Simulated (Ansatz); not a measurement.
**Molecular dynamics of H4C3O4**

Input file:

```yaml
accuracy: low
crystal:
  lattice:
    - [5.1539, 0.0, 0.0]
    - [-0.490856, 5.301324, 0.0]
    - [-1.601484, -2.688825, 7.545513]
  atoms:
    - { symbol: H, position: [0.56581296, 0.79193962, 0.82171387] }
    - { symbol: H, position: [0.56404834, 0.16854922, 0.25141354] }
    - { symbol: H, position: [0.42386234, 0.89491276, 0.61496073] }
    - { symbol: H, position: [0.50439334, 0.01493109, 0.40441847] }
    - { symbol: H, position: [0.83036809, 0.63246491, 0.06754706] }
    - { symbol: H, position: [0.14816933, 0.36117801, 0.91676106] }
    - { symbol: H, position: [0.98073599, 0.63390431, 0.3814924] }
    - { symbol: H, position: [0.02977291, 0.41129932, 0.58477128] }
    - { symbol: C, position: [0.81638263, 0.73458574, 0.61792312] }
    - { symbol: C, position: [0.19937625, 0.29410994, 0.38747779] }
    - { symbol: C, position: [0.79868546, 0.15544893, 0.85151612] }
    - { symbol: C, position: [0.20125425, 0.83078399, 0.15658719] }
    - { symbol: C, position: [0.64290499, 0.87294961, 0.7268139] }
    - { symbol: C, position: [0.38109305, 0.08847387, 0.29854662] }
    - { symbol: O, position: [0.06916906, 0.15483776, 0.88971181] }
    - { symbol: O, position: [0.93802023, 0.82156053, 0.11651875] }
    - { symbol: O, position: [0.65472294, 0.3113935, 0.91010522] }
    - { symbol: O, position: [0.29726456, 0.65031068, 0.07758213] }
    - { symbol: O, position: [0.85161736, 0.52681628, 0.63191547] }
    - { symbol: O, position: [0.09770513, 0.47202295, 0.3191331] }
    - { symbol: O, position: [0.86495408, 0.81017908, 0.48913241] }
    - { symbol: O, position: [0.19377354, 0.2763546, 0.5340099] }
basis:
  ecutwfc: 420.0
kpoints:
  mp_grid: { grid: [2, 2, 1] }
hamiltonian:
  xc: pbe
scf:
  occupations: { method: fermi_dirac, width: 0.05 }
  lower_state_search: "off"
md:
  timestep: 0.75
  n_steps: 390
  ensemble: nvt_langevin
  temperature: 1120.0
  initial_velocities: maxwell_boltzmann
  seed: 396818
  friction: 0.01
```

Run as:

```bash
$ ansatz run input.yaml --threads 1 --pin off --max-ram 3072MiB --backend cpu --events-out ev --progress --plain --runs-dir out
```

It goes on from the last frame of an earlier run, with new velocities.

Output, in part (step lines):

```
md step     0: t =     0.00 fs  T =  1069.1 K  F+E_penalty+E_count = -6166.90719716 eV  E_kin = 3.040195 eV  (9 SCF iters)
md step     1: t =     0.75 fs  T =  1055.4 K  F+E_penalty+E_count = -6166.85618714 eV  E_kin = 3.001391 eV  (9 SCF iters)
md step     2: t =     1.50 fs  T =  1045.8 K  F+E_penalty+E_count = -6166.89955360 eV  E_kin = 2.973948 eV  (9 SCF iters)
md step     3: t =     2.25 fs  T =  1097.8 K  F+E_penalty+E_count = -6167.00483252 eV  E_kin = 3.121716 eV  (9 SCF iters)
md step     4: t =     3.00 fs  T =  1147.5 K  F+E_penalty+E_count = -6167.09360039 eV  E_kin = 3.263244 eV  (9 SCF iters)
md step     5: t =     3.75 fs  T =  1105.2 K  F+E_penalty+E_count = -6167.04665819 eV  E_kin = 3.142985 eV  (7 SCF iters)
md step     6: t =     4.50 fs  T =   988.1 K  F+E_penalty+E_count = -6166.77115857 eV  E_kin = 2.809958 eV  (7 SCF iters)
md step     7: t =     5.25 fs  T =   840.9 K  F+E_penalty+E_count = -6166.33561399 eV  E_kin = 2.391387 eV  (8 SCF iters)
[... lines left out ...]
md step   390: t =   292.50 fs  T =  1199.8 K  F+E_penalty+E_count = -6166.33619185 eV  E_kin = 3.411849 eV  (9 SCF iters)
```

The steps, from the saved trajectory:

```tsv
time (fs)	T (K)	potential energy less start (eV)
0.0	1069	0.000
9.8	987	0.103
19.5	895	0.228
29.2	1510	-0.764
39.0	1343	-0.021
48.8	1459	-0.421
58.5	1109	0.396
68.2	1282	0.322
78.0	1206	-0.146
87.8	1340	-0.248
97.5	1018	-0.116
107.2	967	-0.501
117.0	959	-0.166
126.8	1306	-1.097
136.5	1027	0.159
146.2	1520	-0.838
156.0	1336	-0.245
165.8	1191	0.032
175.5	1151	0.098
185.2	1127	0.021
195.0	939	0.388
204.8	1293	-0.022
214.5	1235	0.333
224.2	930	0.930
234.0	964	1.138
243.8	1113	1.107
253.5	1086	1.025
263.2	1203	0.830
273.0	1152	0.721
282.8	1582	-0.399
292.5	1200	0.571
```

All steps were run. The mean temperature of the second half is 13 % above the set value. A run of 0.29 ps of so small a system gives no equilibrium averages. Limits of this set-up: coarse k mesh, low accuracy level.

Mean squared displacements from the first frame to the last, about the centre of mass: H 0.66 Å², C 0.10 Å², O 0.60 Å².

Last frame:

```xyz
22
Lattice="5.1539 0.0000 0.0000 -0.4909 5.3013 0.0000 -1.6015 -2.6888 7.5455" Properties=species:S:1:pos:R:3
H 1.153 2.016 5.839
H 1.473 0.324 0.711
H 0.525 3.109 4.729
H 2.245 -0.633 1.852
H 4.018 2.839 0.590
H -1.242 -0.459 6.194
H 3.705 3.412 3.377
H -0.723 0.529 4.151
C 2.647 2.487 4.524
C 0.497 0.535 2.555
C 2.256 -1.409 6.282
C 0.342 3.986 0.822
C 1.407 2.856 5.345
C 1.266 -0.229 1.586
O -1.995 -0.591 5.663
O 4.215 3.704 0.803
O 1.692 -1.276 7.299
O 1.262 3.546 0.093
O 3.635 1.962 5.094
O 0.057 1.650 2.130
O 2.841 2.920 3.338
O 0.000 -0.039 3.647
```

Run time: 16 min on 1 thread of Arm Neoverse V1, with other jobs on the host, peak memory 0.45 GiB.
